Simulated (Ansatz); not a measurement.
**C₃H₅AlO: how energies converge with the basis set**

Aim: see how fast density functionals converge with the basis set for C₃H₅AlO.

Computed with Ansatz 0.2.0, Gaussian basis. Level: one geometry, several basis sets.

Plan: PBE0-D4/def2-SVP; ωB97M-V/def2-SVP; PBE0-D4/def2-QZVPP; ωB97M-V/def2-QZVPP; the functionals' def2-TZVPP values are taken from earlier runs.

## (1) The relaxed structure

The geometry comes from an earlier relaxation with PBE0-D4 in a triple-zeta def2 set; it is a stationary point, not always the lowest conformer.

SMILES `C=[C]1O[CH2][AlH]1`, 10 atoms, charge 0, spin multiplicity 1.

Atoms are counted from 1 here; the program's logs count them from 0.

Bond lengths: C1–C2 1.331 Å, C1–H6 1.082 Å, C1–H7 1.086 Å, C2–O3 1.387 Å, C2–Al5 1.943 Å, O3–C4 1.452 Å, C4–Al5 1.974 Å, C4–H8 1.094 Å, C4–H9 1.094 Å, Al5–H10 1.585 Å. Angles: C2–C1–H6 119.5°, C2–C1–H7 122.3°, H6–C1–H7 118.2°, C1–C2–O3 121.7°, C1–C2–Al5 147.4°, O3–C2–Al5 91.0°, C2–O3–C4 108.9°, O3–C4–Al5 87.8°, O3–C4–H8 109.3°, O3–C4–H9 109.3°, Al5–C4–H8 119.9°, Al5–C4–H9 119.9°, H8–C4–H9 108.0°, C2–Al5–C4 72.3°, C2–Al5–H10 143.5°, C4–Al5–H10 144.2°.

## (2) PBE0-D4 in def2-SVP

Contents of in.yaml:

```yaml
crystal:
  periodic: [false, false, false]
  atoms:
    - {symbol: C, position_ang: [1.079089, -1.095540, -1.316121]}
    - {symbol: C, position_ang: [0.384748, -0.320547, -0.485631]}
    - {symbol: O, position_ang: [-0.223087, -0.832287, 0.650639]}
    - {symbol: C, position_ang: [-0.900103, 0.246134, 1.348617]}
    - {symbol: Al, position_ang: [-0.265776, 1.462308, -0.071122]}
    - {symbol: H, position_ang: [1.539162, -0.659377, -2.192545]}
    - {symbol: H, position_ang: [1.203937, -2.160873, -1.147003]}
    - {symbol: H, position_ang: [-0.495040, 0.331823, 2.361302]}
    - {symbol: H, position_ang: [-1.965654, 0.011587, 1.429621]}
    - {symbol: H, position_ang: [-0.274076, 2.965571, -0.574756]}
basis:
  gaussian: {orbitals: def2-SVP}
hamiltonian: {xc: pbe0, dispersion: d4}
output: {orbitals: {seedname: orbitals}}
```

On the command line:

```bash
> ansatz run in.yaml --threads 2 --pin off --events-out ev --progress --plain --max-ram 4352MiB
```

Further steps of the session: ωB97M-V in def2-SVP; PBE0-D4 in def2-QZVPP; ωB97M-V in def2-QZVPP.

Before running them: what should the planned runs give, taken together? Wanted: PBE0-D4: double and triple zeta above quadruple; ωB97M-V: double and triple zeta above quadruple.

As calculated:

| quantity | value |
| --- | --- |
| PBE0-D4: double and triple zeta above quadruple | 8.76, 0.49 eV |
| ωB97M-V: double and triple zeta above quadruple | 8.96, 0.47 eV |

What this shows: PBE0-D4 gains 8.27 eV from double to triple zeta, then 0.49 eV more. These are total energies; as a rule much of such shifts cancels in differences, which this series doesn't test.
